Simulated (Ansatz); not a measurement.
# AlF₃H₃P: basis-set convergence

An exercise on one series of results from a longer session: the logs are not shown, and one member is left open.

Program: Ansatz 0.2.0, Gaussian basis. Level of theory: one geometry, several basis sets. These are calculated values, not measurements.

Plan: PBE0-D4/def2-SVP; ωB97M-V/def2-SVP; PBE0-D4/def2-QZVPP; ωB97M-V/def2-QZVPP; the functionals' def2-TZVPP values are taken from earlier runs.

## Structure used throughout

All runs share one geometry, relaxed beforehand with PBE0-D4 in a triple-zeta def2 set.

SMILES `[F][Al-]([F])([F])[PH3+]`, 8 atoms, charge 0, spin multiplicity 1.

Atoms are counted from 1 here; the program's logs count them from 0.

Bond lengths: F1–Al2 1.652 Å, Al2–F3 1.652 Å, Al2–F4 1.652 Å, Al2–P5 2.492 Å, P5–H6 1.407 Å, P5–H7 1.407 Å, P5–H8 1.407 Å. Angles: F1–Al2–F3 117.5°, F1–Al2–F4 117.5°, F1–Al2–P5 99.2°, F3–Al2–F4 117.5°, F3–Al2–P5 99.2°, F4–Al2–P5 99.1°, Al2–P5–H6 117.8°, Al2–P5–H7 117.8°, Al2–P5–H8 117.8°, H6–P5–H7 100.0°, H6–P5–H8 100.0°, H7–P5–H8 100.0°.

As a file:

```mol
AlF3H3P
  3D, bonds by distance, orders not assigned

  8  7  0  0  0  0  0  0  0  0999 V2000
   -0.3955   -2.1772    0.7210 F   0  0
    0.7389   -1.1948    0.0315 Al  0  0
    1.9985   -0.7015    0.9791 F   0  0
    1.0266   -1.3787   -1.5843 F   0  0
   -0.5622    0.9293   -0.0371 P   0  0
   -1.0220    1.4570    1.1831 H   0  0
   -1.7595    0.9416   -0.7754 H   0  0
    0.0674    2.0671   -0.5736 H   0  0
  1  2  8  0
  2  3  8  0
  2  4  8  0
  2  5  8  0
  5  6  8  0
  5  7  8  0
  5  8  8  0
M  END
```

The first run:

Input file in.yaml:

```yaml
crystal:
  periodic: [false, false, false]
  atoms:
    - {symbol: F, position_ang: [-0.395514, -2.177164, 0.721043]}
    - {symbol: Al, position_ang: [0.738936, -1.194770, 0.031547]}
    - {symbol: F, position_ang: [1.998456, -0.701531, 0.979106]}
    - {symbol: F, position_ang: [1.026586, -1.378725, -1.584324]}
    - {symbol: P, position_ang: [-0.562193, 0.929307, -0.037106]}
    - {symbol: H, position_ang: [-1.021969, 1.456985, 1.183122]}
    - {symbol: H, position_ang: [-1.759536, 0.941634, -0.775352]}
    - {symbol: H, position_ang: [0.067433, 2.067065, -0.573634]}
basis:
  gaussian: {orbitals: def2-SVP}
hamiltonian: {xc: pbe0, dispersion: d4}
output: {orbitals: {seedname: orbitals}}
```

The run is started by

```
$ ansatz run in.yaml --threads 4 --pin off --events-out ev --progress --plain --max-ram 10444MiB
```

Among the steps run: PBE0-D4 in def2-SVP; ωB97M-V in def2-SVP; PBE0-D4 in def2-QZVPP; ωB97M-V in def2-QZVPP.

One of the session's tables, all rows but one given; the rest of the session is left out.

It belongs to the step «Density functionals: the series». 

| functional | basis | HOMO (eV) |
| --- | --- | --- |
| PBE0-D4 | def2-SVP | ? |
| PBE0-D4 | def2-TZVPP | -9.88 |
| PBE0-D4 | def2-QZVPP | -9.91 |
| ωB97M-V | def2-SVP | -11.95 |
| ωB97M-V | def2-TZVPP | -12.09 |
| ωB97M-V | def2-QZVPP | -12.12 |

Estimate the missing values for PBE0-D4, def2-SVP.

The run gave: HOMO (eV): -9.74. In the column «HOMO (eV)» it is the highest.
